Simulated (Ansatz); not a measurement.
**MoN+ (triplet): the correlation ladder, def2-TZVPP**

The task here is to estimate one member of a computed series from the others.

The runs use Ansatz 0.2.0, Gaussian basis; def2-TZVPP, core rule «outside noble gas», up to 5 orbitals frozen.

The runs, in order: UHF; CCSD(T) on ROHF; CCSD(T) on UHF; CCSDT(Q) on ROHF; CCSDT(Q) on UHF.

7 further runs of the same task are left out: 4 for a known fault of the program, 3 set aside as unsound or not needed. Runs told in other sessions of the task aren't counted.

## What is computed

The geometry is a PBE0/def2-TZVP stationary point (not a proven minimum) of the parent state, kept for this charge and spin. No spin-orbit coupling is included. Elements past krypton take def2 core potentials.

2 atoms, charge 1, spin multiplicity 3.

Atoms are counted from 1 here; the program's logs count them from 0.

Bond lengths: Mo1–N2 1.575 Å.

The first run:

Input file in.yaml:

```yaml
crystal:
  periodic: [false, false, false]
  atoms:
    - {symbol: Mo, position_ang: [0.000000, 0.000000, 0.000000]}
    - {symbol: N, position_ang: [0.000000, 0.000000, 1.575000]}
basis:
  gaussian: {orbitals: def2-TZVPP}
total_charge: 1
magnetization: {spin_polarized: true, initial_magnetization: 2}
hamiltonian: {xc: hf}
output: {orbitals: {seedname: orbitals}}
```

Started as:

```console
> ansatz run in.yaml --threads 1 --pin off --events-out ev --progress --plain --max-ram 4096MiB --backend cpu
```

Among the steps run: UHF; CCSD(T) on ROHF; CCSD(T) on UHF; CCSDT(Q) on ROHF; CCSDT(Q) on UHF.

One of the session's tables, all rows but one given; the rest of the session is left out.

```
   method  from RCCSDT(Q) (kJ/mol)
     ROHF                  +1044.2
      UHF                   +960.9
     RMP2                    -37.9
     UMP2                   +124.9
    RCCSD                    +73.8
    UCCSD                    +64.6
 RCCSD(T)                     +7.6
 UCCSD(T)                     +8.8
   RCCSDT                     +9.8
   UCCSDT                        ?
RCCSDT(Q)                        0
UCCSDT(Q)                     -4.7
```

**Question.** Estimate the row for UCCSDT.

As computed: from RCCSDT(Q) (kJ/mol): +4.6. In the column «from RCCSDT(Q) (kJ/mol)» it lies between RCCSDT(Q) (0) and RCCSD(T) (+7.6).

The program flags UCCSD(T) as in doubt (see the logs), so read those rows with care; the flags are large difference.

Caveats from the session: The determinant of HF (⟨S²⟩ 2.82) is far from a pure spin state, so its energy mixes those of several spin states; that is harmless only where they are near-degenerate. The determinant of CCSD(T) (⟨S²⟩ 2.82) is far from a pure spin state, so its energy mixes those of several spin states; high orders of coupled cluster remove much of that, low ones don't. The determinant of CCSDT(Q) (⟨S²⟩ 2.82) is far from a pure spin state, so its energy mixes those of several spin states; high orders of coupled cluster remove much of that, low ones don't. The program flags UCCSD(T) as in doubt, so read those rows with care; the flags are large difference. Restricted and unrestricted rows rest on different reference determinants; a gap between their highest levels can come from leftover correlation error, from unlike frozen cores or from another state.
